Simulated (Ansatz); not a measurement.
# Al2H4Se (SMILES [AlH2][AlH][SeH]): PBE0/cc-pVDZ

Aim: the vertical ionisation energy of Al2H4Se at PBE0/cc-pVDZ, from 2 runs. 

The calculation is run with Ansatz 0.2.0.

51 further runs of the same task are left out: 51 set aside as unsound or not needed. Runs told in other sessions of the task aren't counted.

## (1) Starting point

The species is Al2H4Se (7 atoms), meant as a singlet with charge 0. As SMILES, `[AlH2][AlH][SeH]`. Geometry: relaxed at PBE0-D4/def2-TZVP. This is one conformer, not always the lowest.

Bond lengths: Al1–Al2 2.584 Å, Al2–Se3 2.331 Å, Al1–H4 1.593 Å, Al1–H5 1.593 Å, Al2–H6 1.591 Å, Se3–H7 1.469 Å. Angles: Al1–Al2–Se3 117.0°, Al1–Al2–H6 127.9°, Se3–Al2–H6 115.1°, Al2–Al1–H4 121.5°, Al2–Al1–H5 121.4°, Al2–Se3–H7 93.6°, H4–Al1–H5 117.1°.

## (2) The energy at PBE0/cc-pVDZ

File run.yaml:

```yaml
crystal:
  periodic: [false, false, false]
  atoms:
    - {symbol: Al, position_ang: [-1.578100, 0.539600, -0.900300]}
    - {symbol: Al, position_ang: [0.683400, 0.231600, 0.310300]}
    - {symbol: Se, position_ang: [1.280700, -1.943000, 0.899300]}
    - {symbol: H, position_ang: [-1.688000, 0.476100, -2.487900]}
    - {symbol: H, position_ang: [-2.924300, 0.803000, -0.090900]}
    - {symbol: H, position_ang: [1.737000, 1.353100, 0.713600]}
    - {symbol: H, position_ang: [2.550600, -1.528300, 1.510400]}
basis:
  gaussian:
    orbitals: cc-pVDZ
hamiltonian:
  xc: {name: PBE0}
accuracy: high
output: {orbitals: {seedname: orbitals}}
```

Started as:

```sh
$ ansatz run run.yaml --threads 1 --pin off --max-ram 2610MiB --events-out events.jsonl --progress --plain --runs-dir runs
```

Output:

```text
Warning: RAYON_NUM_THREADS=1 ignored (pool sized by the plan → 1); use --threads N
Functional definition: PBE0
  name "PBE0"
  parameter a = 0.25
  parameter kappa = 0.804
  parameter beta = 0.06672455060314922
  exchange = (1 - a)*pbe_x(kappa = kappa, mu = beta*pi^2/3) + a*exact_x
  correlation = pbe_c(beta = beta)
1807 factors; integrals over basis functions are off by at most 4.8e-9 eV
mean field evaluation 1: about -78593.2838 eV, gradient 1.3e1 eV
mean field evaluation 2: about -78593.6499 eV, gradient 9.6e0 eV
mean field evaluation 4: about -78593.9730 eV, gradient 4.5e-1 eV
mean field evaluation 8: about -78594.0388 eV, gradient 4.2e-2 eV
mean field evaluation 16: about -78594.0388 eV, gradient 1.5e-6 eV
mean field -78594.03876365 eV, -2888.2776516113 hartree, gradient 8.7e-8 eV, S^2 0.000000; 0 other end points of the search recorded, 0 dependent functions left out
reference -78594.03876673 eV, -2888.2776517244 hartree; 32, 32 occupied and 51, 51 virtual orbitals, 1807 factors
Total energy: -78594.03876673 eV, -2888.2776517244 hartree
```

Run time: 9.6 s. Hardware: 1 thread of Arm Neoverse V2, shared host; peak memory 0.3 GiB.

## (3) The doublet cation

run.yaml: that of step 2 with these lines changed.

```diff
@@ -13,4 +13,8 @@
     orbitals: cc-pVDZ
+total_charge: 1
+magnetization:
+  spin_polarized: true
+  initial_magnetization: 1
 hamiltonian:
-  xc: {name: PBE0}
+  xc: pbe0
 accuracy: high
```

Started as:

```sh
$ ansatz run run.yaml --threads 1 --pin off --max-ram 2610MiB --events-out events.jsonl --progress --plain --runs-dir runs
```

Output:

```text
Warning: RAYON_NUM_THREADS=1 ignored (pool sized by the plan → 1); use --threads N
[... 7 set-up lines as earlier in the session ...]
1802 factors; integrals over basis functions are off by at most 4.8e-9 eV
mean field evaluation 1: about -78582.7214 eV, gradient 1.7e1 eV
mean field evaluation 2: about -78573.6705 eV, gradient 3.5e1 eV
mean field evaluation 4: about -78584.9519 eV, gradient 1.4e0 eV
mean field evaluation 8: about -78585.0528 eV, gradient 1.1e-1 eV
mean field evaluation 16: about -78585.0535 eV, gradient 2.0e-2 eV
mean field evaluation 32: about -78585.0672 eV, gradient 1.3e-8 eV
mean field -78585.06717934 eV, -2887.9479519691 hartree, gradient 1.3e-8 eV, S^2 0.758867; 5 other end points of the search recorded, 0 dependent functions left out
reference -78585.06718261 eV, -2887.9479520892 hartree; 32, 31 occupied and 51, 52 virtual orbitals, 1802 factors
Total energy: -78585.06718261 eV, -2887.9479520892 hartree
```

Wall time 48 s (1 thread of Arm Neoverse V2, shared host); peak memory 0.46 GiB.

## (4) Outcome

At PBE0/cc-pVDZ:

```
                                          quantity           value
                     singlet Al2H4Se: total energy  -2888.27765 Eh
                      singlet Al2H4Se: HOMO energy        -7.09 eV
                      singlet Al2H4Se: LUMO energy        -2.27 eV
                    singlet Al2H4Se: HOMO–LUMO gap         4.82 eV
                      doublet cation: total energy  -2887.94795 Eh
doublet cation: HOMO energy (highest over α and β)       -12.09 eV
 doublet cation: LUMO energy (lowest over α and β)       -10.80 eV
                              doublet cation: ⟨S²⟩           0.759
vertical ionisation energy (to the doublet cation)        8.972 eV
```

What this shows: Removing an electron at fixed nuclei costs 8.97 eV (207 kcal/mol). The negative HOMO energy of the first species, 7.09 eV, lies 1.88 eV below that difference.
